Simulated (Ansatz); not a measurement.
# GeH3 (SMILES [GeH3]) at 6 levels

Aim: a comparison of 6 runs (UHF/STO-3G, U-revPBE/STO-3G, U-wB97M-V/STO-3G, UBLYP/STO-3G, UMP2/STO-3G, UCCSD(T)/STO-3G) of GeH3. 

The results are computed with Ansatz 0.2.0.

27 further runs of the same task are left out: 1 that didn't finish, 26 set aside as unsound or not needed.

## (1) The molecule

GeH3 has 4 atoms, charge 0, and is taken as a doublet. SMILES: `[GeH3]`. The H4–Ge1 distance was set to 2.309 Å, away from the relaxed value. At this shape a bond of the SMILES string is far longer than usual.

Bond lengths: Ge1–H2 1.539 Å, Ge1–H3 1.539 Å. Angles: H2–Ge1–H3 111.1°. A long bond or contact: Ge1–H4 2.309 Å.

## (2) A single-point energy at UHF/STO-3G (run 1)

The input, job.yaml:

```yaml
crystal:
  periodic: [false, false, false]
  atoms:
    - {symbol: Ge, position_ang: [0.515316, -0.784986, 0.010314]}
    - {symbol: H, position_ang: [1.355716, -0.549486, 1.278014]}
    - {symbol: H, position_ang: [-0.582084, -1.834986, 0.259614]}
    - {symbol: H, position_ang: [-0.386800, 1.192200, -0.768800]}
basis:
  gaussian:
    orbitals: STO-3G
magnetization:
  spin_polarized: true
  initial_magnetization: 1
hamiltonian:
  xc: hf
accuracy: high
```

Launch:

```
$ ansatz run job.yaml --threads 1 --pin off --max-ram 2610MiB --events-out events.jsonl --progress --plain --runs-dir runs
```

The program printed:

```text
Warning: RAYON_NUM_THREADS=1 ignored (pool sized by the plan → 1); use --threads N
Functional definition: HF
  name "HF"
  exchange = exact_x
  correlation = 0
258 factors; integrals over basis functions are off by at most 1.8e-8 eV
mean field evaluation 1: about -55872.0478 eV, gradient 7.0e0 eV
mean field evaluation 2: about -55872.0572 eV, gradient 7.0e0 eV
mean field evaluation 4: about -55873.1340 eV, gradient 1.8e0 eV
mean field evaluation 8: about -55873.5736 eV, gradient 5.3e-1 eV
mean field evaluation 16: about -55873.5823 eV, gradient 2.4e-8 eV
mean field evaluation 32: about -55873.5042 eV, gradient 4.7e-4 eV
mean field -55873.58228405 eV, -2053.3162764646 hartree, gradient 2.4e-8 eV, S^2 1.113996; 1 other end points of the search recorded, 0 dependent functions left out
reference -55873.58228405 eV, -2053.3162764646 hartree; 18, 17 occupied and 3, 4 virtual orbitals, 258 factors
Total energy: -55873.58228405 eV, -2053.3162764646 hartree
```

Run time: 0.18 s. Hardware: 1 thread of Arm Neoverse V1, shared host.

## (3) A single-point energy at U-revPBE/STO-3G (run 2)

The input, in.yaml:

```yaml
basis:
  gaussian:
    orbitals: STO-3G
crystal:
  periodic: [false, false, false]
  atoms:
    - symbol: Ge
      position_ang: [0.515316, -0.784986, 0.010314]
    - symbol: H
      position_ang: [1.355716, -0.549486, 1.278014]
    - symbol: H
      position_ang: [-0.582084, -1.834986, 0.259614]
    - symbol: H
      position_ang: [-0.386800, 1.192200, -0.768800]
magnetization:
  spin_polarized: true
  initial_magnetization: 1
hamiltonian:
  xc: {name: revPBE}
accuracy: high
```

Launch:

```
$ ansatz run in.yaml --threads 1 --pin off --max-ram 2610MiB --events-out events.jsonl --progress --plain --runs-dir runs
```

The program printed:

```text
Warning: RAYON_NUM_THREADS=1 ignored (pool sized by the plan → 1); use --threads N
Functional definition: revPBE
  name "revPBE"
  parameter kappa = 1.245
  parameter beta = 0.06672455060314922
  exchange = pbe_x(kappa = kappa, mu = beta*pi^2/3)
  correlation = pbe_c(beta = beta)
258 factors; integrals over basis functions are off by at most 1.8e-8 eV
mean field evaluation 1: about -55728.8584 eV, gradient 1.6e2 eV
mean field evaluation 2: about -55868.9795 eV, gradient 4.3e1 eV
mean field evaluation 4: about -55898.2812 eV, gradient 1.8e1 eV
mean field evaluation 8: about -55905.3924 eV, gradient 7.2e-1 eV
mean field evaluation 16: about -55905.3538 eV, gradient 2.4e-3 eV
mean field evaluation 32: about -55895.1100 eV, gradient 2.2e1 eV
mean field -55905.35379861 eV, -2054.4838580891 hartree, gradient 1.3e-8 eV, S^2 0.751174; 2 other end points of the search recorded, 0 dependent functions left out
reference -55905.35380077 eV, -2054.4838581683 hartree; 18, 17 occupied and 3, 4 virtual orbitals, 258 factors
Total energy: -55905.35380077 eV, -2054.4838581683 hartree
```

Run time: 1.7 s. Hardware: 1 thread of Arm Neoverse V1, shared host; peak memory 0.11 GiB.

Runs 3 to 5 aren't shown in full; the table further down has their settings and results.

## (4) The energy at UCCSD(T)/STO-3G (run 6)

The input, input.yaml:

```yaml
crystal:
  periodic: [false, false, false]
  atoms:
    - {symbol: Ge, position_ang: [0.515316, -0.784986, 0.010314]}
    - {symbol: H, position_ang: [1.355716, -0.549486, 1.278014]}
    - {symbol: H, position_ang: [-0.582084, -1.834986, 0.259614]}
    - {symbol: H, position_ang: [-0.386800, 1.192200, -0.768800]}
basis:
  gaussian:
    orbitals: STO-3G
total_charge: 0
magnetization:
  spin_polarized: true
  initial_magnetization: 1
correlation:
  method: ccsd_t
  frozen_orbitals: {Ge: 9, H: 0}
accuracy: high
scf:
  omitted_lower_state_checks: [cluster_reference, increment]
```

Launch:

```
$ ansatz run input.yaml --threads 1 --pin off --max-ram 2610MiB --events-out events.jsonl --progress --plain --runs-dir runs
```

The program printed:

```text
Warning: RAYON_NUM_THREADS=1 ignored (pool sized by the plan → 1); use --threads N
[... 12 lines left out ...]
9 core orbitals not correlated: weight in the atoms' cores, before any rotation towards them, 1.000 or more for the frozen orbitals, at most 0.000 for the correlated occupied ones
[... 35 lines left out ...]
Total energy: -55875.51330652 eV, -2053.3872402313 hartree
Checks for a lower state left out: cluster_reference, increment
```

It took 0.32 s on 1 thread of Arm Neoverse V1, shared host.

## (5) All runs side by side

```tsv
run	level	frozen core orbitals	energy (Eh)	⟨S²⟩	wall time
1	UHF/STO-3G	–	-2053.316276	1.114	0.18 s
2	U-revPBE/STO-3G	–	-2054.483858	0.751	1.7 s
3	U-wB97M-V/STO-3G	–	-2054.711254	0.769	22 s
4	UBLYP/STO-3G	–	-2054.563786	0.751	1.6 s
5	UMP2/STO-3G	9	-2053.345018	1.114	0.2 s
6	UCCSD(T)/STO-3G	9	-2053.387240	1.114	0.32 s
```

## (6) Summary of results

| quantity | value |
| --- | --- |
| run 6: total energy | -2053.38724 Eh |
| run 6: correlation energy (9 core orbitals frozen) | -71.0 mEh |
| run 6: (T) correction | -1.14 mEh |
| run 6: ⟨S²⟩ of the reference determinant | 1.114 |
| run 6: T1 diagnostic | 0.065 |

What this shows: Below the UHF energy at the same shape and in the same basis (STO-3G): UMP2 -28.7 mEh; UCCSD(T) -71.0 mEh. Totals of different functionals can't be ranked against each other. In runs 1, 2, 3, 4, 5, 6 the basis is minimal, so the values are rough. Spin contamination of the reference: run 1 ⟨S²⟩ = 1.11, run 5 ⟨S²⟩ = 1.11, run 6 ⟨S²⟩ = 1.11. All runs together took 26 s, the longest 22 s.
